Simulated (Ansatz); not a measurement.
# Si₃Ge₂H₁₂: ionisation energy by level of theory

The task here is to estimate one member of a computed series from the others.

The runs use Ansatz 0.2.0, Gaussian basis; unrestricted cation, the program's frozen cores in correlated methods.

Levels to be run: UKS PBE-D4/def2-TZVPP; UKS r2SCAN-D4/def2-TZVPP; UKS PBE0-D4/def2-TZVPP; UKS B3LYP-D4/def2-TZVPP; UKS wB97X-V/def2-TZVPP; UKS wB97M-V/def2-TZVPP; UKS B2PLYP/def2-TZVPP; UHF-MP2/def2-TZVPP; UHF-MP2/def2-QZVPP; then −ε(HOMO) from the neutral's earlier runs with LDA (SPW92), PBE-D4, revPBE-D4, BLYP-D4, r2SCAN-D4, B97M-V, PBE0-D4, B3LYP-D4, r2SCANh-D4, r2SCAN0-D4, HSE06-D4, BHLYP-D4, CAM-B3LYP-D4, LC-ωPBE, ωB97X-V, ωB97M-V.

1 further run of the same task is left out (it didn't finish).

## The relaxed structure

An earlier PBE0-D4 in a triple-zeta def2 set relaxation fixed the geometry.

SMILES `[GeH3][SiH2][SiH2][SiH2][GeH3]`, 17 atoms, charge 0, spin multiplicity 1.

Atoms are counted from 1 here; the program's logs count them from 0.

Bond lengths: Ge1–Si2 2.380 Å, Ge1–H6 1.538 Å, Ge1–H7 1.538 Å, Ge1–H8 1.538 Å, Si2–Si3 2.338 Å, Si2–H9 1.490 Å, Si2–H10 1.489 Å, Si3–Si4 2.337 Å, Si3–H11 1.490 Å, Si3–H12 1.490 Å, Si4–Ge5 2.380 Å, Si4–H13 1.489 Å, Si4–H14 1.490 Å, Ge5–H15 1.538 Å, Ge5–H16 1.538 Å, Ge5–H17 1.538 Å. Angles: Si2–Ge1–H6 111.3°, Si2–Ge1–H7 110.3°, Si2–Ge1–H8 110.0°, H6–Ge1–H7 108.5°, H6–Ge1–H8 108.4°, H7–Ge1–H8 108.2°, Ge1–Si2–Si3 109.7°, Ge1–Si2–H9 108.8°, Ge1–Si2–H10 109.7°, Si3–Si2–H9 109.0°, Si3–Si2–H10 111.2°, H9–Si2–H10 108.3°, Si2–Si3–Si4 108.2°, Si2–Si3–H11 109.6°, Si2–Si3–H12 110.5°, Si4–Si3–H11 110.4°, Si4–Si3–H12 109.7°, H11–Si3–H12 108.4° and more.

Set-up of the first run:

Input file in.yaml:

```yaml
crystal:
  periodic: [false, false, false]
  atoms:
    - {symbol: Ge, position_ang: [0.501088, 1.834191, -1.854238]}
    - {symbol: Si, position_ang: [1.728622, 0.947438, -0.017752]}
    - {symbol: Si, position_ang: [1.343259, -1.351957, 0.150360]}
    - {symbol: Si, position_ang: [-0.965834, -1.711076, 0.099245]}
    - {symbol: Ge, position_ang: [-2.034015, -0.294422, 1.685941]}
    - {symbol: H, position_ang: [0.768682, 3.338219, -2.031375]}
    - {symbol: H, position_ang: [0.891006, 1.112497, -3.155518]}
    - {symbol: H, position_ang: [-1.006697, 1.631659, -1.626954]}
    - {symbol: H, position_ang: [1.266659, 1.610014, 1.233852]}
    - {symbol: H, position_ang: [3.178386, 1.239889, -0.193802]}
    - {symbol: H, position_ang: [2.004249, -2.054569, -0.985290]}
    - {symbol: H, position_ang: [1.905170, -1.882604, 1.424295]}
    - {symbol: H, position_ang: [-1.297750, -3.133339, 0.391303]}
    - {symbol: H, position_ang: [-1.477360, -1.381346, -1.260392]}
    - {symbol: H, position_ang: [-1.477750, -0.556935, 3.095855]}
    - {symbol: H, position_ang: [-3.553859, -0.528077, 1.709665]}
    - {symbol: H, position_ang: [-1.773855, 1.180409, 1.334796]}
basis:
  gaussian: {orbitals: def2-TZVPP}
total_charge: 1
magnetization: {spin_polarized: true, initial_magnetization: 1}
hamiltonian: {xc: pbe, dispersion: d4}
```

Among the steps run: Cation, UKS PBE-D4/def2-TZVPP; Cation, UKS r2SCAN-D4/def2-TZVPP; Cation, UKS PBE0-D4/def2-TZVPP; Cation, UKS B3LYP-D4/def2-TZVPP; Cation, UKS wB97X-V/def2-TZVPP; Cation, UKS wB97M-V/def2-TZVPP; Cation, UKS B2PLYP (frozen core)/def2-TZVPP; Cation, UHF-MP2/def2-TZVPP; Cation, UHF-MP2/def2-QZVPP.

One table of the session follows, with a row left open; its other results are not shown here.

It belongs to the step «Ionisation energies side by side». Orbital estimates, from the neutral's runs:

| functional | −ε(HOMO) (eV) |
| --- | --- |
| LDA (SPW92) | 6.95 |
| PBE-D4 | 6.86 |
| revPBE-D4 | 6.81 |
| BLYP-D4 | 6.69 |
| r2SCAN-D4 | 7.10 |
| B97M-V | 7.23 |
| PBE0-D4 | 7.88 |
| B3LYP-D4 | 7.68 |
| r2SCANh-D4 | 7.48 |
| r2SCAN0-D4 | 8.04 |
| HSE06-D4 | 7.50 |
| BHLYP-D4 | 8.78 |
| CAM-B3LYP-D4 | 9.08 |
| LC-ωPBE | 10.37 |
| ωB97X-V | ? |
| ωB97M-V | 9.83 |

**Question.** Estimate the row for ωB97X-V.

**Answer.** −ε(HOMO) (eV): 10.06. In the column «−ε(HOMO) (eV)» it lies between ωB97M-V (9.83) and LC-ωPBE (10.37).
